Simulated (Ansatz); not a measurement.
# GaAs: further runs on the relaxed cell

The task here is to estimate one member of a computed series from the others.

Method: DFT r2SCAN, scalar-relativistic, plane waves, PAW, in Ansatz 0.2.0.

1 further run of the same task is left out (set aside as unsound or not needed).

### The structure to begin with

Symmetry: F-43m, No. 216, cubic system. The conventional cell has a = 5.666 Å, b = 5.666 Å, c = 5.666 Å, α = 90.00°, β = 90.00°, γ = 90.00°. Ga (site symmetry -43m) has 4 As at 2.45 Å as nearest neighbours. As (site symmetry -43m) has 4 Ga at 2.45 Å as nearest neighbours.

Structure file:

```
CELL_PARAMETERS angstrom
0.00000 2.83320 2.83320
2.83320 0.00000 2.83320
2.83320 2.83320 0.00000
ATOMIC_POSITIONS crystal
Ga 0.00000 0.00000 0.00000
As 0.25000 0.25000 0.25000
```

This cell was relaxed beforehand with the same method: volume 22.74 Å³/atom, gap on the mesh 0.96 eV.

The first run:

Contents of input.yaml:

```yaml
crystal:
  lattice:
    - [0.0, 2.8332037286, 2.8332037286]
    - [2.8332037286, 0.0, 2.8332037286]
    - [2.8332037286, 2.8332037286, 0.0]
  atoms:
    - { symbol: Ga, position: [0.0, 0.0, 0.0] }
    - { symbol: As, position: [0.25, 0.25, 0.25] }
basis:
  ecutwfc: 500
kpoints:
  mp_grid: { grid: [8, 8, 8] }
  band_path:
    path:
      - [[0.0, 0.0, 0.0], [-0.5, -0.5, 0.0], [-0.375, -0.375, 0.25]]
      - [[-0.375, 0.0, 0.375], [0.0, 0.0, 0.0], [0.0, 0.0, 0.5], [-0.5, -0.25, 0.25], [-0.5, -0.5, 0.0]]
    npoints: 14
hamiltonian:
  xc: r2scan
scf:
  occupations: { method: gaussian, width: 0.02 }
  n_extra_bands: 6
output:
  forces: true
  stress: true
  eigenvalues: true
  populations: true
  dos: { projected: true, de: 0.02, nscf_kmesh: { grid: [12, 12, 12] } }
  bader: true
  write_density: true
  write_potential: true
  elf: true
  volumetric_format: npy
```

The run is started by

```console
ansatz run input.yaml --threads 1 --pin off --max-ram 2560MiB --backend cpu --events-out ev --progress --plain --runs-dir out
```

Among the steps run: Bands, states and charges; Seeking the band edges over the whole zone; Eigenvalues a small step from each edge; The cell scaled to 0.97 of its volume; The cell scaled to 1.03 of its volume; The cell scaled to 0.94 of its volume; Volume × 1.06.

One of the session's tables, all rows but one given; the rest of the session is left out.

```
volume (Å³/atom)  energy above the lowest point (meV/atom)  pressure (GPa)  gap on the mesh (eV)
          21.378                                      20.8            5.17                  1.47
          22.060                                         ?               ?                     ?
          22.742                                       0.0            0.00                  0.96
          23.425                                       4.4           -2.00                  0.73
          24.107                                      16.6           -3.69                  0.50
```

Q: Estimate the row for volume (Å³/atom) = 22.060 from the others.

Worked estimate for «energy above the lowest point (meV/atom)». A straight line through the neighbours (21.378, 20.8) and (22.742, 0.0) gives 20.8 + (0.0 − 20.8) × (22.060 − 21.378) / (22.742 − 21.378) = 10.4; a parabola fitted to 3 rows on both sides gives 5.5.

As computed: energy above the lowest point (meV/atom): 4.9; pressure (GPa): 2.37; gap on the mesh (eV): 1.21. In «energy above the lowest point (meV/atom)» the line misses by +5.5 and the parabola by +0.6.

Caveats from the session: Against the measured gap of GaAs, 1.418 eV (direct; 300 K; “Evidence of valence band perturbations in GaAsN/GaAs(001): A combined variable-angle spectroscopic ellipsometry and modulated photoreflectance investigation”, 2008, arxiv:0805.2212), the calculated 0.96 eV is off by -0.46 eV. 3 values of this kind are on record (1.412 to 1.51 eV); this one was drawn at random among those near their median, those with a stated uncertainty first. It is a Kohn-Sham gap, without temperature or zero-point motion.

**Measured values.**

“Evidence of valence band perturbations in GaAsN/GaAs(001): A combined variable-angle spectroscopic ellipsometry and modulated photoreflectance investigation”, 2008, arxiv:0805.2212 reports, for a bulk crystal of GaAs at 300 K: band gap 1.418 ± 0.005 eV (direct).
